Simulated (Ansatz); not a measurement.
**B₂ClH₃OS: up Jacob's ladder to CCSD(T)**

One table from this session's results is given with a row withheld; the runs are named, their logs left out.

Computed with Ansatz 0.2.0, Gaussian basis. Level: functionals in def2-TZVPP, the program's frozen cores in correlated methods.

Levels to be run: LDA (SPW92), PBE-D4, revPBE-D4, BLYP-D4, r2SCAN-D4, B97M-V, PBE0-D4, B3LYP-D4, r2SCANh-D4, r2SCAN0-D4, HSE06-D4, BHLYP-D4, CAM-B3LYP-D4, LC-ωPBE, ωB97X-V, ωB97M-V, B2PLYP, PBE-QIDH; CCSD(T)/def2-SVP; CCSD(T)/def2-TZVPP; MP2/def2-QZVPP; extrapolation to the limit; RPA on PBE.

### Structure used throughout

An earlier PBE0-D4 in a triple-zeta def2 set relaxation fixed the geometry.

SMILES `BSB(O)Cl`, 8 atoms, charge 0, spin multiplicity 1.

Atoms are counted from 1 here; the program's logs count them from 0.

Bond lengths: B1–S2 1.780 Å, B1–H6 1.187 Å, B1–H7 1.191 Å, S2–B3 1.842 Å, B3–O4 1.346 Å, B3–Cl5 1.747 Å, O4–H8 0.962 Å. Angles: S2–B1–H6 121.5°, S2–B1–H7 115.3°, H6–B1–H7 123.2°, B1–S2–B3 107.6°, S2–B3–O4 118.3°, S2–B3–Cl5 124.3°, O4–B3–Cl5 117.4°, B3–O4–H8 114.1°.

The first run:

The input, in.yaml:

```yaml
crystal:
  periodic: [false, false, false]
  atoms:
    - {symbol: B, position_ang: [-0.692378, 0.046878, 1.667940]}
    - {symbol: S, position_ang: [-1.023947, 0.057740, -0.080391]}
    - {symbol: B, position_ang: [0.593690, -0.049385, -0.954877]}
    - {symbol: O, position_ang: [0.593226, -0.057256, -2.300497]}
    - {symbol: Cl, position_ang: [2.142790, -0.141201, -0.151491]}
    - {symbol: H, position_ang: [0.415754, -0.020715, 2.088868]}
    - {symbol: H, position_ang: [-1.653838, 0.111612, 2.368170]}
    - {symbol: H, position_ang: [-0.283197, -0.004775, -2.693522]}
basis:
  gaussian: {orbitals: def2-TZVPP}
hamiltonian: {xc: lda}
output: {orbitals: {seedname: orbitals}}
```

Among the steps run: LDA; PBE-D4 (GGA); revPBE-D4 (GGA); BLYP-D4 (GGA); r2SCAN-D4 (meta-GGA); B97M-V (meta-GGA); PBE0-D4 (hybrid); B3LYP-D4 (hybrid); r2SCANh-D4 (hybrid); r2SCAN0-D4 (hybrid); HSE06-D4 (hybrid); BHLYP-D4 (hybrid); CAM-B3LYP-D4 (range-separated); LC-ωPBE (range-separated); ωB97X-V (range-separated); ωB97M-V (range-separated); B2PLYP (double hybrid); PBE-QIDH (double hybrid).

One of the session's tables, all rows but one given; the rest of the session is left out.

It belongs to the step «Orbital energies across the functionals». 

| functional | HOMO (eV) | LUMO (eV) | gap (eV) |
| --- | --- | --- | --- |
| LDA (SPW92) | -7.61 | -3.06 | 4.55 |
| PBE-D4 | -7.49 | -2.78 | 4.70 |
| revPBE-D4 | -7.43 | -2.67 | 4.76 |
| BLYP-D4 | -7.30 | -2.60 | 4.70 |
| r2SCAN-D4 | -7.78 | -2.48 | 5.29 |
| B97M-V | -7.84 | -2.49 | 5.35 |
| PBE0-D4 | -8.66 | -1.85 | 6.81 |
| B3LYP-D4 | -8.39 | -2.03 | 6.36 |
| r2SCANh-D4 | -8.20 | -2.16 | 6.05 |
| r2SCAN0-D4 | -8.85 | -1.67 | 7.18 |
| HSE06-D4 | ? | ? | ? |
| BHLYP-D4 | -9.65 | -0.79 | 8.85 |
| CAM-B3LYP-D4 | -9.93 | -0.73 | 9.20 |
| LC-ωPBE | -11.33 | 0.39 | 11.72 |
| ωB97X-V | -10.96 | 0.33 | 11.29 |
| ωB97M-V | -10.80 | 0.14 | 10.94 |

Estimate the missing values for HSE06-D4.

**Answer.** HOMO (eV): -8.26; LUMO (eV): -2.23; gap (eV): 6.03. In the column «HOMO (eV)» it lies between B3LYP-D4 (-8.39) and r2SCANh-D4 (-8.20).
